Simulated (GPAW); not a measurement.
# BPd4 (Pmm2) in GPAW: notebook

The runs below take BPd4 through band structure, with revPBE, BLYP.

Program: GPAW 26.7.0. These are calculated values, not measurements. Logs are shortened: lines on timing, memory, paths and dates and some standing lists are left out, and cuts for length are marked. The log counts tension as positive stress, the text compression.

### Step 1. Starting point

Symmetry: Pmm2, No. 25, orthorhombic system. Conventional cell: a = 2.892 Å, b = 4.365 Å, c = 5.856 Å, α = 90.00°, β = 90.00°, γ = 90.00°. Pd (site symmetry mm2) has 1 B at 1.96 Å as nearest neighbours. Pd (site symmetry mm2) is surrounded by 2 B at 2.03 Å. Around Pd (site symmetry mm2) lie 10 Pd at 2.73 to 3.07 Å. Around Pd (site symmetry mm2) lie 2 B at 2.18 Å. B (site symmetry mm2) is surrounded by 5 Pd at 1.96 to 2.18 Å.

The cell comes from a database or a generator and needn't be the stable form of this composition.

### Step 2. Band structure, revPBE

Contents of run.py:

```python
from ase import Atoms
from ase.dft.bandgap import bandgap
from ase.io import write
from ase.units import Bohr, GPa
from gpaw import GPAW, PW
from gpaw.elf import elf_from_dft_calculation

atoms = Atoms(['Pd', 'Pd', 'Pd', 'Pd', 'B'],
              cell=[[2.8920299704, 0.0, 0.0],
                    [0.0, 4.3650077954, 0.0],
                    [0.0, 0.0, 5.856315]],
              scaled_positions=[[0.5, 0.0, 0.197578],
                                [0.0, 0.0, 0.61947],
                                [0.0, 0.5, 0.329164],
                                [0.5, 0.5, 0.867561],
                                [0.5, 0.0, 0.863227]],
              pbc=True)

calc = GPAW(mode=PW(800),
            xc='revPBE',
            kpts={'size': (7, 5, 4), 'gamma': True},
            occupations={'name': 'fermi-dirac', 'width': 0.05},
            nbands=57,
            convergence={'density': 1e-05, 'energy': 1e-05},
            maxiter=150,
            txt='gpaw.txt')
atoms.calc = calc
energy = atoms.get_potential_energy()
forces = atoms.get_forces()
stress = atoms.get_stress()
calc.write('gs.gpw')
write('result.traj', atoms)
print(f'Energy: {energy:.6f} eV')
print('Forces (eV/A):')
print(forces.round(4))
print('Stress (GPa):', (stress / GPa).round(3))
print('Fermi level:', round(calc.get_fermi_level(), 4), 'eV')
print(f'Gap: {bandgap(calc)[0]:.4f} eV, direct: {bandgap(calc, direct=True)[0]:.4f} eV')

# fields on the real-space grid
write('density.cube', atoms, data=calc.get_pseudo_density() * Bohr**3)
write('potential.cube', atoms, data=calc.get_electrostatic_potential())
write('elf.cube', atoms, data=elf_from_dft_calculation(calc).data)

path = atoms.cell.bandpath('GXSYGZURTZ,YT,UX,SR', npoints=60, eps=1e-4)
bs_calc = calc.fixed_density(kpts=path, symmetry='off', nbands=79,
                             convergence={'bands': 'CBM+6.0', 'eigenstates': 1e-6}, txt='bands.txt')
bs = bs_calc.band_structure()
bs.write('bs.json')
print(f'Gap on the path: {bandgap(bs_calc)[0]:.4f} eV')
```

Potentials or basis: the program's PAW data sets (release 1.2.1) made for this functional, pw.

The run is started by

```console
> OMP_NUM_THREADS=1 python run.py
```

gpaw.txt:

```text
__  _  _
 | _ |_)|_||  |
 |__||  | ||/\| - 26.7.0

Input parameters:
  mode=PW(ecut=800.0),
  convergence={'density': 1e-05, 'energy': 1e-05},
  kpts=MonkhorstPack(size=(7, 5, 4), gamma=True),
  maxiter=150,
  nbands=57,
  occupations=Occupations(name='fermi-dirac', width=0.05),
  xc=XC(name='revPBE')

Diagonalizing LCAO Hamiltonian
Converting LCAO to pw mode
    .------.
   /|      |
  / | Pd   |
 *  |      |
 |  B      |
 |  |      |
 PdPd      |
 |  .------.
 | /      /
 |/ Pd   /
 *------*

Atoms  # Å, Bohr magnetons
|   | symbol |        x |        y |        z |    initial magnetic moments |
|---|--------|----------|----------|----------|-----------------------------|
| 0 |     Pd | 1.446015 | 0.000000 | 1.157079 | ( 0.0000,  0.0000,  0.0000) |
| 1 |     Pd | 0.000000 | 0.000000 | 3.627811 | ( 0.0000,  0.0000,  0.0000) |
| 2 |     Pd | 0.000000 | 2.182504 | 1.927688 | ( 0.0000,  0.0000,  0.0000) |
| 3 |     Pd | 1.446015 | 2.182504 | 5.080710 | ( 0.0000,  0.0000,  0.0000) |
| 4 |      B | 1.446015 | 0.000000 | 5.055329 | ( 0.0000,  0.0000,  0.0000) |

Unit cell  # Å
| periodic |        x |        y |        z |  lengths |    angles |
|----------|----------|----------|----------|----------|-----------|
|      yes | 2.892030 | 0.000000 | 0.000000 | 2.892030 | 90.000000 |
|      yes | 0.000000 | 4.365008 | 0.000000 | 4.365008 | 90.000000 |
|      yes | 0.000000 | 0.000000 | 5.856315 | 5.856315 | 90.000000 |

Number of symmetries: 4
Symmetry operations  # r_c * U_cc + t_c -> r_c
|   | kind |            matrix            |
|---|------|------------------------------|
| 0 |  E   |  1, 0, 0,  0, 1, 0,  0, 0, 1 |
| 1 |  σ   |  1, 0, 0,  0,-1, 0,  0, 0, 1 |
| 2 |  σ   | -1, 0, 0,  0, 1, 0,  0, 0, 1 |
| 3 |  C2  | -1, 0, 0,  0,-1, 0,  0, 0, 1 |

BZ-sampling:
  Number of BZ points: 140
  Number of IBZ points: 36

  Monkhorst-Pack size: [7, 5, 4]
  Monkhorst-Pack shift: [0.0, 0.0, 0.125]

K-points  # in reciprocal-cell coordinates
|     |                                coordinates |     weight |
|-----|--------------------------------------------|------------|
|   0 | (  0.00000000,   0.00000000,   0.00000000) | 0.00714286 |
|   1 | (  0.00000000,   0.00000000,   0.25000000) | 0.01428571 |
|   2 | (  0.00000000,   0.00000000,   0.50000000) | 0.00714286 |
|   3 | (  0.00000000,   0.20000000,   0.00000000) | 0.01428571 |
|   4 | (  0.00000000,   0.20000000,   0.25000000) | 0.02857143 |
|   5 | (  0.00000000,   0.20000000,   0.50000000) | 0.01428571 |
|   6 | (  0.00000000,   0.40000000,   0.00000000) | 0.01428571 |
|   7 | (  0.00000000,   0.40000000,   0.25000000) | 0.02857143 |
|   8 | (  0.00000000,   0.40000000,   0.50000000) | 0.01428571 |
|   9 | (  0.14285714,   0.00000000,   0.00000000) | 0.01428571 |
| ... |                                            |            |
|  35 | (  0.42857143,   0.40000000,   0.50000000) | 0.02857143 |

Plane wave coefficients: 3820
Cutoff: 800.0 eV

Spin-components: 1 (collinear spins)
Bands:           57
Projectors:      29
Spin-degeneracy: 2
Datatype:        complex128

Parallelization:
  kpt:    1
  domain: 1
  band:   1

Density:
  Valence electrons: 67.0
  Components: 1
  Grid points: [20 30 40]
  Charge: 0.0  # |e|

Potential:
  Grid points: [20 30 40]

species:
  Pd:
    name:    Palladium
    Z:       46.0
    valence: 16
    core:    30
    charge:  0.0  # [|e|]
    compensation charges:
      type: gauss
      rc: 0.38  # [Å]
      lmax: 2
    cutoffs:
      filter: 2.38  # [Å]
      core: 2.28  # [Å]
    projectors
    | kind |    occ | energy [eV] | rcut [Å] |
    |------|--------|-------------|----------|
    |   5s |  0.000 |      -3.197 |    1.228 |
    |   4p |  6.000 |     -51.116 |    1.360 |
    |   5p |  0.000 |      -0.334 |    1.360 |
    |   4d | 10.000 |      -3.956 |    1.228 |
    |    s |        |      24.014 |    1.228 |
    |    d |        |      23.256 |    1.228 |

    Using partial waves for Pd as LCAO basis

  B:
    name:    Boron
    Z:       5.0
    valence: 3
    core:    2
    charge:  0.0  # [|e|]
    compensation charges:
      type: gauss
      rc: 0.20  # [Å]
      lmax: 2
    cutoffs:
      filter: 1.14  # [Å]
      core: 1.38  # [Å]
    projectors
    | kind |    occ | energy [eV] | rcut [Å] |
    |------|--------|-------------|----------|
    |   2s |  2.000 |      -9.465 |    0.635 |
    |   2p |  1.000 |      -3.568 |    0.635 |
    |    s |        |      17.746 |    0.635 |
    |    p |        |      23.644 |    0.635 |
    |    d |        |       0.000 |    0.635 |

    Using partial waves for B as LCAO basis

Reference energy: -549604.628203  # eV

eigensolver:
  PPCG
  Converge bands: occupied
  niter=2

density mixing:
  MSR1-Mixer
  Pratt-step length: 0.05
  Maximum mixing coefficient: 0.75
  Old densities: 10
  SVD Regularization: 0.005
  Good broyden scale: 1.0
  Trust region scale: 1.0
  Backstep threshold: 4.0
  History deletion threshold: 6.0
  Fourier metric: weight=20.0, sigma=0.015

occupation numbers:
  Fermi-Dirac:
    width: 0.0500  # eV

poisson solver:
  ecut: 6400.0  # eV

xc functional:
  name: revPBE with 2 nearest neighbor stencil

convergence criteria:
- Maximum integral of absolute [dens]ity change: 1e-05 electrons / valence electron
- Maximum [total energy] change in last 3 cyles: 1e-05 eV / valence electron
- Maximum integral of absolute [eigenst]ate change: 4e-08 eV^2 / valence electron
maximum number of iterations: 150

SCF iterations
|iter     | |      energy | eigst |  dens |
|---------|-|-------------|-------|-------|
|iter:   1| |  -26.898230 | +0.50 |       |
|iter:   2| |  -24.510403 | -1.20 | -0.89 |
|iter:   3| |  -26.560791 | -0.50 | -0.95 |
|iter:   4| |  -20.581748 | -1.17 | -1.06 |
|iter:   5| |  -19.884531 | -1.88 | -1.56 |
|iter:   6| |  -19.835440 | -2.98 | -1.84 |
|iter:   7| |  -19.808697 | -2.99 | -1.97 |
|iter:   8| |  -19.805662 | -3.49 | -2.44 |
|iter:   9| |  -19.805378 | -4.36 | -2.93 |
|iter:  10| |  -19.805394c| -4.91 | -3.16 |
|iter:  11| |  -19.805412c| -5.38 | -3.63 |
|iter:  12| |  -19.805416c| -6.38 | -4.23 |
|iter:  13| |  -19.805418c| -7.08 | -4.56 |
|iter:  14| |  -19.805418c| -7.68c| -5.05c|

Converged in 14 steps
Energy contributions relative to reference atoms: (reference = -549604.628203)

Energy contributions:
  Kinetic:          -7.909189
  Coulomb:         -11.330393
  Zero:             -0.539209
  External:          0.000000
  Xc:               -0.016359
  Entropy:          -0.020534
  Spinorbit:         0.000000
  ----------------------------
  Free energy:     -19.815685
  Extrapolated:    -19.805418

dipole moment: (-17.093262, -32.632515, 4.773253)  # |e|*Ang

Fermi level: 8.131
Eigenvalues  # (at kpt = [0.000, 0.000, 0.000])
| band index |      eig [eV] | occ [0-2] |
|------------|---------------|-----------|
|          0 |       -42.516 |     2.000 |
|        ... |               |           |
|         26 |         6.206 |     2.000 |
|         27 |         6.315 |     2.000 |
|         28 |         6.696 |     2.000 |
|         29 |         6.741 |     2.000 |
|         30 |         6.908 |     2.000 |
|         31 |         7.288 |     2.000 |
[... 8 lines left out ...]
|         40 |        16.903 |     0.000 |
|         41 |        17.977 |     0.000 |
|        ... |               |           |
|         56 |        31.467 |     0.000 |

No gap
No difference between direct/indirect transitions

Forces  # eV/Ang
|       x |       y |        z |
|---------|---------|----------|
| 0.00000 | 0.00000 | -0.16961 |  # Pd   0
| 0.00000 | 0.00000 | -0.02628 |  # Pd   1
| 0.00000 | 0.00000 |  0.07337 |  # Pd   2
| 0.00000 | 0.00000 |  0.07031 |  # Pd   3
| 0.00000 | 0.00000 |  0.05235 |  # B    4

Stress tensor  # eV/Ang^3
|         x |         y |         z |
|-----------|-----------|-----------|
| -0.011564 |  0.000000 |  0.000000 |
|  0.000000 | -0.015845 |  0.000000 |
|  0.000000 |  0.000000 | -0.011689 |

# Writing to gs.gpw (mode='')
```

It took 7 min on 1 thread of Arm Neoverse V1, shared host; peak memory 0.74 GiB.

What came out:

```yaml
Free_energy: -19.8157 eV
Pressure: 2.1 GPa
Largest_force: 0.170 eV/Å
Band_gap_along_the_path: none (metal or under the smearing width)
```

Forces on the atoms (eV/Å):
```
Pd   0.000  0.000 -0.170
Pd   0.000  0.000 -0.026
Pd   0.000  0.000  0.073
Pd   0.000  0.000  0.070
B    0.000  0.000  0.052
```

Levels at the corners of the path, in eV from the Fermi level:
| point | band 29 | band 30 | band 31 | band 32 | band 33 | band 34 | band 35 | band 36 | band 37 | band 38 |
| --- | --- | --- | --- | --- | --- | --- | --- | --- | --- | --- |
| Γ | -1.43 | -1.39 | -1.22 | -0.84 | -0.55 | -0.29 | 0.05 | 0.42 | 5.25 | 5.47 |
| X | -0.68 | -0.64 | -0.62 | -0.33 | 0.40 | 0.46 | 1.78 | 2.50 | 3.45 | 4.72 |
| S | -0.98 | -0.76 | -0.39 | -0.06 | 0.77 | 1.45 | 2.32 | 2.40 | 3.08 | 3.64 |
| Y | -1.77 | -1.47 | -0.99 | -0.88 | -0.87 | -0.74 | -0.46 | 1.40 | 2.25 | 3.98 |
| Γ | -1.43 | -1.39 | -1.22 | -0.84 | -0.55 | -0.29 | 0.05 | 0.42 | 5.25 | 5.47 |
| Z | -1.69 | -1.30 | -1.25 | -1.12 | -0.84 | 0.04 | 1.58 | 1.94 | 4.52 | 5.04 |
| U | -0.74 | -0.63 | -0.58 | -0.31 | -0.01 | 0.55 | 1.54 | 2.38 | 2.86 | 5.62 |
| R | -1.17 | -0.69 | -0.62 | -0.20 | -0.17 | 1.02 | 2.22 | 2.42 | 2.71 | 3.48 |
| T | -1.26 | -1.16 | -0.96 | -0.89 | -0.82 | -0.47 | -0.45 | -0.13 | 3.31 | 6.57 |
| Z | -1.69 | -1.30 | -1.25 | -1.12 | -0.84 | 0.04 | 1.58 | 1.94 | 4.52 | 5.04 |
| Y | -1.77 | -1.47 | -0.99 | -0.88 | -0.87 | -0.74 | -0.46 | 1.40 | 2.25 | 3.98 |
| T | -1.26 | -1.16 | -0.96 | -0.89 | -0.82 | -0.47 | -0.45 | -0.13 | 3.31 | 6.57 |
| U | -0.74 | -0.63 | -0.58 | -0.31 | -0.01 | 0.55 | 1.54 | 2.38 | 2.86 | 5.62 |
| X | -0.68 | -0.64 | -0.62 | -0.33 | 0.40 | 0.46 | 1.78 | 2.50 | 3.45 | 4.72 |
| S | -0.98 | -0.76 | -0.39 | -0.06 | 0.77 | 1.45 | 2.32 | 2.40 | 3.08 | 3.64 |
| R | -1.17 | -0.69 | -0.62 | -0.20 | -0.17 | 1.02 | 2.22 | 2.42 | 2.71 | 3.48 |

### Step 3. Band structure, BLYP

Edit run.py of step 2 so:

```diff
@@ -3,5 +3,6 @@
 from ase.io import write
-from ase.units import Bohr, GPa
-from gpaw import GPAW, PW
-from gpaw.elf import elf_from_dft_calculation
+from ase.units import GPa
+from gpaw import GPAW, PW, setup_paths
+
+setup_paths.insert(0, '.')
 
@@ -19,3 +20,3 @@
 calc = GPAW(mode=PW(800),
-            xc='revPBE',
+            xc='BLYP',
             kpts={'size': (7, 5, 4), 'gamma': True},
@@ -24,2 +25,3 @@
             convergence={'density': 1e-05, 'energy': 1e-05},
+            eigensolver='davidson',
             maxiter=150,
@@ -39,7 +41,2 @@
 
-# fields on the real-space grid
-write('density.cube', atoms, data=calc.get_pseudo_density() * Bohr**3)
-write('potential.cube', atoms, data=calc.get_electrostatic_potential())
-write('elf.cube', atoms, data=elf_from_dft_calculation(calc).data)
-
 path = atoms.cell.bandpath('GXSYGZURTZ,YT,UX,SR', npoints=60, eps=1e-4)
```

Potentials or basis: PAW data sets generated in the run's folder for this functional, pw.

The run is started by

```console
> gpaw-setup -f BLYP B Pd
> OMP_NUM_THREADS=1 python run.py
```

Run time: 6.3 min. Hardware: 1 thread of Arm Neoverse V1, shared host; peak memory 0.72 GiB.

Results (log left out):

| Property | Result |
| --- | --- |
| Free energy | -18.7511 eV |
| Pressure | 7.0 GPa |
| Largest force | 0.365 eV/Å |
| Band gap along the path | none (metal or under the smearing width) |

Forces in eV/Å, atoms in the order of the input:
```
Pd   0.000  0.000 -0.365
Pd   0.000  0.000  0.167
Pd   0.000  0.000  0.104
Pd   0.000  0.000  0.066
B    0.000  0.000  0.028
```

Stress tensor (GPa, compression positive):
```
7.36 0.00 0.00
0.00 7.51 0.00
0.00 0.00 6.06
```

Levels at the corners of the path, in eV from the Fermi level:
| point | band 31 | band 32 | band 33 | band 34 | band 35 | band 36 |
| --- | --- | --- | --- | --- | --- | --- |
| Γ | -1.24 | -0.84 | -0.57 | -0.21 | 0.04 | 0.42 |
| X | -0.63 | -0.34 | 0.41 | 0.49 | 1.76 | 2.45 |
| S | -0.40 | -0.07 | 0.79 | 1.46 | 2.32 | 2.43 |
| Y | -0.99 | -0.91 | -0.88 | -0.73 | -0.48 | 1.55 |
| Γ | -1.24 | -0.84 | -0.57 | -0.21 | 0.04 | 0.42 |
| Z | -1.28 | -1.14 | -0.86 | 0.03 | 1.58 | 1.95 |
| U | -0.59 | -0.33 | -0.01 | 0.57 | 1.53 | 2.33 |
| R | -0.64 | -0.22 | -0.17 | 1.09 | 2.30 | 2.56 |
| T | -0.99 | -0.91 | -0.78 | -0.49 | -0.45 | -0.14 |
| Z | -1.28 | -1.14 | -0.86 | 0.03 | 1.58 | 1.95 |
| Y | -0.99 | -0.91 | -0.88 | -0.73 | -0.48 | 1.55 |
| T | -0.99 | -0.91 | -0.78 | -0.49 | -0.45 | -0.14 |
| U | -0.59 | -0.33 | -0.01 | 0.57 | 1.53 | 2.33 |
| X | -0.63 | -0.34 | 0.41 | 0.49 | 1.76 | 2.45 |
| S | -0.40 | -0.07 | 0.79 | 1.46 | 2.32 | 2.43 |
| R | -0.64 | -0.22 | -0.17 | 1.09 | 2.30 | 2.56 |
